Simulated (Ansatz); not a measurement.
# CH5AlBNO2: inversion of the pyramid at N1, part 2 of 2

How high is the barrier for the inversion of the pyramid at N1? Relax the two ends, then run a nudged elastic band between them. SMILES of the start: N[CH]1[O][Al]1[BH]O.

Ansatz 0.2.0; RHF/def2-SVP. Earlier steps stand in the parts before.

**8. What the band shows**

Images 0 and 6 are the ends. Energies count from image 0; the path length is the program's own measure over all atoms.

| image | path (Å) | energy (eV) | sum of angles at N1 (°) | band force (eV/Å) |
| --- | --- | --- | --- | --- |
| 0 | 0.000 | 0.0000 | 332.0 | - |
| 1 | 0.185 | 0.0004 | 332.2 | 0.003 |
| 2 | 0.370 | 0.0249 | 342.0 | 0.008 |
| 3 | 0.556 | 0.1207 | 356.2 | 0.007 |
| 4* | 0.741 | 0.1807 | 359.1 | 0.001 |
| 5 | 1.188 | 0.0952 | 335.3 | 0.001 |
| 6 | 1.635 | 0.0754 | 330.1 | - |

The star marks the climbing image.

image, energy (eV) and a bar:
```
        0      0.000 
        1      0.000 
        2      0.025 ####
        3      0.121 ####################
        4      0.181 ##############################
        5      0.095 ################
        6      0.075 #############
```

How the highest energy settled:

| iteration | highest image above image 0 (eV) | largest band force (eV/Å) |
| --- | --- | --- |
| 1 | 6.7888 | 33.201 |
| 4 | 0.9783 | 2.455 |
| 7 | 0.5838 | 0.667 |
| 10 | 0.2030 | 0.327 |
| 13 | 0.1774 | 0.369 |
| 16 | 0.1844 | 0.074 |
| 19 | 0.1815 | 0.105 |
| 22 | 0.1808 | 0.090 |
| 25 | 0.1807 | 0.123 |
| 28 | 0.1807 | 0.074 |
| 31 | 0.1807 | 0.008 |

Positions of all images (Å):

```xyz
11
image=0 dE=0.0000
N    -0.013   -2.514   -0.945
C     0.228   -1.644    0.147
O     1.425   -0.804    0.054
Al    0.103    0.260    0.216
B    -0.448    2.344    0.248
O    -0.640    2.923    1.444
H    -0.103   -2.035   -1.821
H     0.728   -3.188   -1.041
H     0.269   -2.233    1.063
H    -0.599    2.999   -0.756
H    -0.883    3.836    1.412
11
image=1 dE=0.0004
N    -0.025   -2.515   -0.925
C     0.253   -1.639    0.153
O     1.443   -0.796    0.013
Al    0.124    0.264    0.215
B    -0.432    2.347    0.248
O    -0.720    2.899    1.437
H    -0.156   -2.042   -1.799
H     0.716   -3.186   -1.048
H     0.331   -2.224    1.070
H    -0.505    3.023   -0.750
H    -0.964    3.813    1.407
11
image=2 dE=0.0249
N     0.009   -2.496   -0.917
C     0.305   -1.626    0.156
O     1.504   -0.780    0.046
Al    0.183    0.278    0.224
B    -0.431    2.347    0.246
O    -0.762    2.895    1.426
H    -0.276   -2.075   -1.777
H     0.703   -3.204   -1.083
H     0.377   -2.213    1.070
H    -0.510    3.019   -0.756
H    -1.037    3.799    1.385
11
image=3 dE=0.1207
N     0.082   -2.454   -0.954
C     0.330   -1.617    0.141
O     1.529   -0.757    0.103
Al    0.196    0.288    0.223
B    -0.428    2.353    0.246
O    -0.745    2.902    1.430
H    -0.388   -2.124   -1.766
H     0.651   -3.265   -1.089
H     0.374   -2.214    1.050
H    -0.519    3.024   -0.756
H    -1.017    3.807    1.392
11
image=4 dE=0.1807
N     0.190   -2.397   -1.019
C     0.345   -1.611    0.129
O     1.536   -0.744    0.158
Al    0.197    0.293    0.221
B    -0.430    2.355    0.245
O    -0.748    2.902    1.430
H    -0.456   -2.165   -1.738
H     0.607   -3.301   -1.073
H     0.358   -2.223    1.031
H    -0.516    3.027   -0.755
H    -1.019    3.808    1.392
11
image=5 dE=0.0952
N     0.301   -2.277   -1.156
C     0.340   -1.602    0.103
O     1.521   -0.773    0.267
Al    0.199    0.296    0.206
B    -0.407    2.363    0.240
O    -0.744    2.896    1.425
H    -0.622   -2.343   -1.538
H     0.705   -3.197   -1.129
H     0.257   -2.269    0.964
H    -0.474    3.044   -0.755
H    -1.011    3.804    1.394
11
image=6 dE=0.0754
N     0.240   -2.215   -1.186
C     0.291   -1.613    0.119
O     1.470   -0.798    0.278
Al    0.146    0.281    0.226
B    -0.383    2.368    0.243
O    -0.764    2.908    1.411
H    -0.682   -2.558   -1.386
H     0.878   -2.992   -1.259
H     0.218   -2.322    0.948
H    -0.360    3.057   -0.748
H    -0.988    3.827    1.373
```

**9. Vibrations at the top**

The geometry is the highest inner image of the first converged band.

input.yaml reads:

```yaml
crystal:
  periodic: [false, false, false]
  atoms:
    - { symbol: "N", position_ang: [0.19031, -2.396655, -1.019361] }
    - { symbol: C, position_ang: [0.345482, -1.611261, 0.128677] }
    - { symbol: O, position_ang: [1.536484, -0.74366, 0.157973] }
    - { symbol: Al, position_ang: [0.196566, 0.292599, 0.220978] }
    - { symbol: B, position_ang: [-0.429666, 2.354954, 0.245417] }
    - { symbol: O, position_ang: [-0.748241, 2.902144, 1.429799] }
    - { symbol: H, position_ang: [-0.455901, -2.165331, -1.737618] }
    - { symbol: H, position_ang: [0.607221, -3.301369, -1.073056] }
    - { symbol: H, position_ang: [0.357807, -2.223442, 1.030844] }
    - { symbol: H, position_ang: [-0.516018, 3.0271, -0.755102] }
    - { symbol: H, position_ang: [-1.018644, 3.808023, 1.392149] }
basis:
  gaussian: { orbitals: def2-SVP }
hamiltonian:
  xc: hf
phonons: {}
```

The run is started by

```sh
$ ansatz run input.yaml --threads 2 --pin off --max-ram 3072MiB --backend cpu --events-out ev --progress --plain --runs-dir out
```

Log (excerpt; [...] marks lines left out):

```text
Warning: RAYON_NUM_THREADS=2 ignored (pool sized by the plan → 2); use --threads N
[...]
Functional definition: HF
[...]
1212 factors; integrals over basis functions are off by at most 3.3e-4 eV
[...]
mean field -13911.95950451 eV, -511.2550819259 hartree, gradient 2.6e-5 eV, S^2 0.000000; 0 other end points of the search recorded, 0 dependent functions left out
[...]
reference -13911.95950451 eV, -511.2550819259 hartree; 26, 26 occupied and 87, 87 virtual orbitals, 1212 factors
[...]
1212 factors; integrals over basis functions are off by at most 3.3e-4 eV
[...]
mean field -13911.95938699 eV, -511.2550776070 hartree, gradient 3.1e-6 eV, S^2 0.000000; 0 other end points of the search recorded, 0 dependent functions left out
[...]
reference -13911.95938699 eV, -511.2550776070 hartree; 26, 26 occupied and 87, 87 virtual orbitals, 1212 factors
[...]
1212 factors; integrals over basis functions are off by at most 3.3e-4 eV
[...]
WARN: phonons: modes at or below zero, which the zero-point energy, F, S and C_V leave out: 1, the lowest at -575.69 cm⁻¹. A minimum has none, and a first-order saddle one
[...]
Atom 2 at     1.536484    -0.743660     0.157973 Å, force    -0.000173     0.000277     0.000084 eV/Å
Atom 3 at     0.196566     0.292599     0.220978 Å, force    -0.000044     0.000028    -0.000268 eV/Å
Atom 4 at    -0.429666     2.354954     0.245417 Å, force     0.000221     0.000198    -0.000284 eV/Å
Atom 5 at    -0.748241     2.902144     1.429799 Å, force    -0.000084    -0.000399     0.000560 eV/Å
Atom 6 at    -0.455901    -2.165331    -1.737618 Å, force     0.000052    -0.000155    -0.000066 eV/Å
Atom 7 at     0.607221    -3.301369    -1.073056 Å, force    -0.000478    -0.000105     0.000270 eV/Å
Atom 8 at     0.357807    -2.223442     1.030844 Å, force     0.000049     0.000008    -0.000093 eV/Å
Atom 9 at    -0.516018     3.027100    -0.755102 Å, force    -0.000073    -0.000098     0.000064 eV/Å
Atom 10 at    -1.018644     3.808023     1.392149 Å, force    -0.000031     0.000393    -0.000144 eV/Å
Dipole moment:    -0.687504     0.745011    -0.069493 e Å
Vibrations: -575.69 39.85 90.26 130.13 210.50 301.98 386.96 486.70 550.83 589.88 692.82 752.09 921.50 1035.86 1051.07 1074.10 1271.76 1273.09 1317.48 1415.30 1511.15 1759.16 2646.37 3220.81 3827.79 3961.89 4163.50 cm⁻¹, zero-point energy 2.150063 eV
```

It took 65 s on 2 threads of Arm Neoverse V2, shared host; peak memory 0.22 GiB.

Of 27 modes, 1 is imaginary by more than 30 cm⁻¹ (576i cm⁻¹).

**10. The band again, with other settings**

crystal.atoms is end A as relaxed above, and neb.final_atoms is end B, turned to lie on A. With 5 inner images the band has 7 in all. The start path is listed, through a guess of the saddle.

input.yaml reads:

```yaml
crystal:
  periodic: [false, false, false]
  atoms:
    - { symbol: "N", position_ang: [-0.01313, -2.513505, -0.944901] }
    - { symbol: C, position_ang: [0.227505, -1.643807, 0.147178] }
    - { symbol: O, position_ang: [1.424524, -0.804197, 0.05381] }
    - { symbol: Al, position_ang: [0.102526, 0.259572, 0.216113] }
    - { symbol: B, position_ang: [-0.447578, 2.343829, 0.247804] }
    - { symbol: O, position_ang: [-0.639847, 2.922666, 1.443714] }
    - { symbol: H, position_ang: [-0.102851, -2.03521, -1.821214] }
    - { symbol: H, position_ang: [0.728329, -3.188385, -1.040769] }
    - { symbol: H, position_ang: [0.268816, -2.232995, 1.062524] }
    - { symbol: H, position_ang: [-0.59944, 2.998741, -0.756003] }
    - { symbol: H, position_ang: [-0.883454, 3.836393, 1.412444] }
basis:
  gaussian: { orbitals: def2-SVP }
hamiltonian:
  xc: hf
neb:
  order_check: false
  images: 5
  f_tol: 0.5
  max_iterations: 60
  final_atoms:
    - { symbol: "N", position_ang: [0.23965, -2.21509006, -1.18550982] }
    - { symbol: C, position_ang: [0.29095982, -1.61297687, 0.11921514] }
    - { symbol: O, position_ang: [1.46958962, -0.79803919, 0.27830584] }
    - { symbol: Al, position_ang: [0.1460218, 0.28067817, 0.2257345] }
    - { symbol: B, position_ang: [-0.38256045, 2.36765042, 0.243192] }
    - { symbol: O, position_ang: [-0.76444172, 2.90809231, 1.41142433] }
    - { symbol: H, position_ang: [-0.68236981, -2.55790916, -1.38593447] }
    - { symbol: H, position_ang: [0.87796125, -2.99180564, -1.25948942] }
    - { symbol: H, position_ang: [0.21785048, -2.32164724, 0.94840997] }
    - { symbol: H, position_ang: [-0.35951935, 3.05739206, -0.74763248] }
    - { symbol: H, position_ang: [-0.98774165, 3.82675719, 1.37298441] }
  initial_path:
    images:
      - { positions_ang: [[-0.01313, -2.513505, -0.944901], [0.227505, -1.643807, 0.147178], [1.424524, -0.804197, 0.05381], [0.102526, 0.259572, 0.216113], [-0.447578, 2.343829, 0.247804], [-0.639847, 2.922666, 1.443714], [-0.102851, -2.03521, -1.821214], [0.728329, -3.188385, -1.040769], [0.268816, -2.232995, 1.062524], [-0.59944, 2.998741, -0.756003], [-0.883454, 3.836393, 1.412444]] }
      - { positions_ang: [[-0.01379206, -2.43637298, -0.91660345], [0.2853762, -1.5297108, 0.14495549], [1.51927561, -0.8426836, 0.00427656], [0.2995594, 0.35459013, 0.00230677], [-0.36962829, 2.3451718, 0.18068124], [-0.61450826, 2.83673967, 1.4458586], [-0.095588, -1.98217627, -1.82385489], [0.43047796, -3.18015113, -0.84667357], [0.25198239, -2.01416035, 1.12118786], [-0.53484868, 3.05379379, -0.75507835], [-1.09290628, 3.33806173, 1.46364374]] }
      - { positions_ang: [[-0.01445412, -2.35924095, -0.8883059], [0.34324739, -1.41561459, 0.14273297], [1.61402721, -0.88117021, -0.04525687], [0.4965928, 0.44960826, -0.21149946], [-0.29167857, 2.3465146, 0.11355848], [-0.58916951, 2.75081333, 1.44800321], [-0.08832499, -1.92914253, -1.82649577], [0.13262692, -3.17191725, -0.65257815], [0.23514879, -1.79532569, 1.17985173], [-0.47025735, 3.10884658, -0.75415371], [-1.30235855, 2.83973046, 1.51484347]] }
      - { positions_ang: [[-0.01511618, -2.28210893, -0.86000835], [0.40111859, -1.30151839, 0.14051046], [1.70877882, -0.91965681, -0.09479031], [0.6936262, 0.5446264, -0.42530568], [-0.21372886, 2.34785739, 0.04643572], [-0.56383077, 2.664887, 1.45014781], [-0.08106199, -1.8761088, -1.82913666], [-0.16522413, -3.16368338, -0.45848272], [0.21831518, -1.57649104, 1.23851559], [-0.40566603, 3.16389937, -0.75322906], [-1.51181083, 2.34139919, 1.56604321]] }
      - { positions_ang: [[0.06980588, -2.25976931, -0.96850884], [0.364399, -1.40533788, 0.13341202], [1.62904909, -0.87911761, 0.02957507], [0.5110914, 0.45664366, -0.20829229], [-0.27000606, 2.35445507, 0.11202114], [-0.63070109, 2.74595544, 1.43723999], [-0.28149793, -2.10337558, -1.68140259], [0.18250433, -3.1063908, -0.72548496], [0.21816028, -1.82487644, 1.14181372], [-0.3902838, 3.12839693, -0.75136353], [-1.3371211, 2.83651853, 1.50169028]] }
      - { positions_ang: [[0.15472794, -2.23742968, -1.07700933], [0.32767941, -1.50915737, 0.12631358], [1.54931935, -0.8385784, 0.15394046], [0.3285566, 0.36866091, 0.0087211], [-0.32628325, 2.36105274, 0.17760657], [-0.69757141, 2.82702387, 1.42433216], [-0.48193387, -2.33064237, -1.53366853], [0.53023279, -3.04909822, -0.99248719], [0.21800538, -2.07326184, 1.04511185], [-0.37490157, 3.0928945, -0.74949801], [-1.16243137, 3.33163786, 1.43733734]] }
      - { positions_ang: [[0.23965, -2.21509006, -1.18550982], [0.29095982, -1.61297687, 0.11921514], [1.46958962, -0.79803919, 0.27830584], [0.1460218, 0.28067817, 0.2257345], [-0.38256045, 2.36765042, 0.243192], [-0.76444172, 2.90809231, 1.41142433], [-0.68236981, -2.55790916, -1.38593447], [0.87796125, -2.99180564, -1.25948942], [0.21785048, -2.32164724, 0.94840997], [-0.35951935, 3.05739206, -0.74763248], [-0.98774165, 3.82675719, 1.37298441]] }
```

The run is started by

```sh
$ ansatz run input.yaml --threads 2 --pin off --max-ram 3072MiB --backend cpu --events-out ev --progress --plain --runs-dir out
```

Log (excerpt; [...] marks lines left out):

```text
Warning: RAYON_NUM_THREADS=2 ignored (pool sized by the plan → 2); use --threads N
[...]
[... 1 set-up line as earlier in the session ...]
[...]
1210 factors; integrals over basis functions are off by at most 3.4e-4 eV
[...]
mean field -13912.14018930 eV, -511.2617219696 hartree, gradient 3.3e-5 eV, S^2 0.000000; 0 other end points of the search recorded, 0 dependent functions left out
[...]
reference -13912.14018930 eV, -511.2617219696 hartree; 26, 26 occupied and 87, 87 virtual orbitals, 1210 factors
1210 factors; integrals over basis functions are off by at most 9.4e-4 eV
[...]
mean field -13912.06483241 eV, -511.2589526547 hartree, gradient 2.7e-5 eV, S^2 0.000000; 0 other end points of the search recorded, 0 dependent functions left out
[...]
reference -13912.06483241 eV, -511.2589526547 hartree; 26, 26 occupied and 87, 87 virtual orbitals, 1210 factors
[...]
Atom 1 at     0.372301    -1.427274     0.044364 Å, force     0.129700    -0.083907    -0.029281 eV/Å
Atom 2 at     1.699753    -0.774033     0.104079 Å, force    -0.069402     0.100698     0.064166 eV/Å
Atom 3 at     0.559333     0.457503    -0.123266 Å, force    -0.117681    -0.142041     0.013747 eV/Å
Atom 4 at    -0.270562     2.410138     0.091143 Å, force     0.028912    -0.011346     0.233142 eV/Å
Atom 5 at    -0.706961     2.487414     1.366030 Å, force    -0.103695     0.102978    -0.160994 eV/Å
Atom 6 at    -0.419200    -2.169805    -1.704857 Å, force    -0.089751    -0.129575     0.064342 eV/Å
Atom 7 at     0.171842    -3.334016    -0.689538 Å, force    -0.006926    -0.085869    -0.048121 eV/Å
Atom 8 at     0.167823    -1.855028     1.029267 Å, force     0.047700    -0.073382    -0.108337 eV/Å
Atom 9 at    -0.509117     3.295804    -0.686618 Å, force     0.033840     0.012341    -0.037676 eV/Å
Atom 10 at    -1.243353     3.236652     1.580027 Å, force     0.070248     0.118495     0.021627 eV/Å
Dipole moment:    -0.801664     0.865301    -0.047008 e Å
this run last wrote the band of iteration 10 to <dir>
```

Run time: 67 s. Hardware: 2 threads of Arm Neoverse V2, shared host; peak memory 0.23 GiB.

**11. What the band shows**

Images 0 and 6 are the ends. Energies count from image 0; the path length is the program's own measure over all atoms.

| image | path (Å) | energy (eV) | sum of angles at N1 (°) | band force (eV/Å) |
| --- | --- | --- | --- | --- |
| 0 | 0.000 | 0.0000 | 332.0 | - |
| 1 | 0.620 | 0.0161 | 332.9 | 0.026 |
| 2 | 1.238 | 0.1386 | 343.7 | 0.112 |
| 3* | 1.856 | 0.3195 | 343.3 | 0.234 |
| 4 | 2.478 | 0.1917 | 336.6 | 0.249 |
| 5 | 3.102 | 0.1032 | 333.9 | 0.022 |
| 6 | 3.728 | 0.0754 | 330.1 | - |

The star marks the climbing image.

image, energy (eV) and a bar:
```
        0      0.000 
        1      0.016 ##
        2      0.139 #############
        3      0.319 ##############################
        4      0.192 ##################
        5      0.103 ##########
        6      0.075 #######
```

**12. Another band, settings changed**

crystal.atoms is end A as relaxed above, and neb.final_atoms is end B, turned to lie on A. With 5 inner images the band has 7 in all.

input.yaml reads:

```yaml
crystal:
  periodic: [false, false, false]
  atoms:
    - { symbol: "N", position_ang: [-0.01313, -2.513505, -0.944901] }
    - { symbol: C, position_ang: [0.227505, -1.643807, 0.147178] }
    - { symbol: O, position_ang: [1.424524, -0.804197, 0.05381] }
    - { symbol: Al, position_ang: [0.102526, 0.259572, 0.216113] }
    - { symbol: B, position_ang: [-0.447578, 2.343829, 0.247804] }
    - { symbol: O, position_ang: [-0.639847, 2.922666, 1.443714] }
    - { symbol: H, position_ang: [-0.102851, -2.03521, -1.821214] }
    - { symbol: H, position_ang: [0.728329, -3.188385, -1.040769] }
    - { symbol: H, position_ang: [0.268816, -2.232995, 1.062524] }
    - { symbol: H, position_ang: [-0.59944, 2.998741, -0.756003] }
    - { symbol: H, position_ang: [-0.883454, 3.836393, 1.412444] }
basis:
  gaussian: { orbitals: def2-SVP }
hamiltonian:
  xc: hf
neb:
  order_check: false
  images: 5
  f_tol: 0.03
  max_iterations: 60
  initial_path: linear
  final_atoms:
    - { symbol: "N", position_ang: [0.23965, -2.21509006, -1.18550982] }
    - { symbol: C, position_ang: [0.29095982, -1.61297687, 0.11921514] }
    - { symbol: O, position_ang: [1.46958962, -0.79803919, 0.27830584] }
    - { symbol: Al, position_ang: [0.1460218, 0.28067817, 0.2257345] }
    - { symbol: B, position_ang: [-0.38256045, 2.36765042, 0.243192] }
    - { symbol: O, position_ang: [-0.76444172, 2.90809231, 1.41142433] }
    - { symbol: H, position_ang: [-0.68236981, -2.55790916, -1.38593447] }
    - { symbol: H, position_ang: [0.87796125, -2.99180564, -1.25948942] }
    - { symbol: H, position_ang: [0.21785048, -2.32164724, 0.94840997] }
    - { symbol: H, position_ang: [-0.35951935, 3.05739206, -0.74763248] }
    - { symbol: H, position_ang: [-0.98774165, 3.82675719, 1.37298441] }
```

The run is started by

```sh
$ ansatz run input.yaml --threads 2 --pin off --max-ram 3072MiB --backend cpu --events-out ev --progress --plain --runs-dir out
```

Log (excerpt; [...] marks lines left out):

```text
Warning: RAYON_NUM_THREADS=2 ignored (pool sized by the plan → 2); use --threads N
[...]
[... 1 set-up line as earlier in the session ...]
[...]
1210 factors; integrals over basis functions are off by at most 3.4e-4 eV
[...]
mean field -13912.14018930 eV, -511.2617219696 hartree, gradient 3.3e-5 eV, S^2 0.000000; 0 other end points of the search recorded, 0 dependent functions left out
[...]
reference -13912.14018930 eV, -511.2617219696 hartree; 26, 26 occupied and 87, 87 virtual orbitals, 1210 factors
1210 factors; integrals over basis functions are off by at most 9.4e-4 eV
[...]
mean field -13912.06483241 eV, -511.2589526547 hartree, gradient 2.7e-5 eV, S^2 0.000000; 0 other end points of the search recorded, 0 dependent functions left out
[...]
reference -13912.06483241 eV, -511.2589526547 hartree; 26, 26 occupied and 87, 87 virtual orbitals, 1210 factors
[...]
Atom 1 at     0.298103    -1.618854     0.119288 Å, force    -0.001991     0.003134     0.004010 eV/Å
Atom 2 at     1.514488    -0.788913     0.183019 Å, force    -0.000322    -0.001233     0.000672 eV/Å
Atom 3 at     0.206194     0.288074     0.223643 Å, force    -0.001267    -0.000526    -0.000422 eV/Å
Atom 4 at    -0.354691     2.369231     0.258654 Å, force    -0.000774     0.001242     0.003657 eV/Å
Atom 5 at    -0.746015     2.893966     1.431527 Å, force     0.001776    -0.000922    -0.003250 eV/Å
Atom 6 at    -0.472395    -2.138130    -1.770576 Å, force    -0.001531     0.007656     0.007481 eV/Å
Atom 7 at     0.530368    -3.312977    -1.082143 Å, force     0.002194     0.002572     0.002939 eV/Å
Atom 8 at     0.269744    -2.236371     1.017420 Å, force    -0.000909    -0.000030     0.000963 eV/Å
Atom 9 at    -0.342404     3.071359    -0.724676 Å, force    -0.001498    -0.000854    -0.000888 eV/Å
Atom 10 at    -0.984306     3.809097     1.400821 Å, force     0.001057    -0.000392    -0.000648 eV/Å
Dipole moment:    -0.661017     0.766138    -0.076961 e Å
this run last wrote the band of iteration 12 to <dir>
```

Wall time 78 s (2 threads of Arm Neoverse V2, shared host); peak memory 0.23 GiB.

**13. Images and barrier**

Images 0 and 6 are the ends. Energies count from image 0; the path length is the program's own measure over all atoms.

| image | path (Å) | energy (eV) | sum of angles at N1 (°) | band force (eV/Å) |
| --- | --- | --- | --- | --- |
| 0 | 0.000 | 0.0000 | 332.0 | - |
| 1 | 0.265 | 0.0008 | 332.4 | 0.007 |
| 2 | 0.530 | 0.0748 | 350.8 | 0.020 |
| 3* | 0.795 | 0.1808 | 359.1 | 0.013 |
| 4 | 1.108 | 0.1129 | 339.0 | 0.015 |
| 5 | 1.420 | 0.0849 | 332.7 | 0.009 |
| 6 | 1.732 | 0.0754 | 330.1 | - |

The star marks the climbing image.

image, energy (eV) and a bar:
```
        0      0.000 
        1      0.001 
        2      0.075 ############
        3      0.181 ##############################
        4      0.113 ###################
        5      0.085 ##############
        6      0.075 #############
```

**14. Outcome**

The summary covers parts 1 to 2.

```
                                quantity                                                      value
                                   end A                                   15 moves, 2.183 eV lower
                                   end B                                   20 moves, 2.235 eV lower
            first band: barrier forwards                                                   0.181 eV
           first band: barrier backwards                                                   0.105 eV
first band: second end relative to first                                                  +0.075 eV
               first band: highest image                                      4 of 0 to 6, climbing
             first band: band iterations                                                         31
              imaginary modes at the top                                                  576i cm⁻¹
                             second band  top 0.319 eV above image 0, 10 iterations, 5 inner images
             time, first and second band                                           3.2 min and 67 s
                              third band  top 0.181 eV above image 0, 12 iterations, 5 inner images
              time, first and third band                                           3.2 min and 78 s
```

In the first band: along this path the system climbs 0.18 eV from the first end (7 kT at 300 K), which at an assumed attempt frequency of 10^13 s⁻¹ means a rate near 10^10 s⁻¹. The second end lies 0.075 eV above the first, so the way back costs 0.11 eV. One imaginary mode, as a first-order saddle point has. The second band's top lies 139 meV above the first's. As for the second band: the force threshold is loose, so the band stops early. The third band's top agrees with the first's to 1 meV, so the changed settings hardly move the height. Zero-point energy and entropy are left out. Tunnelling, which matters where hydrogen moves, is missing too.
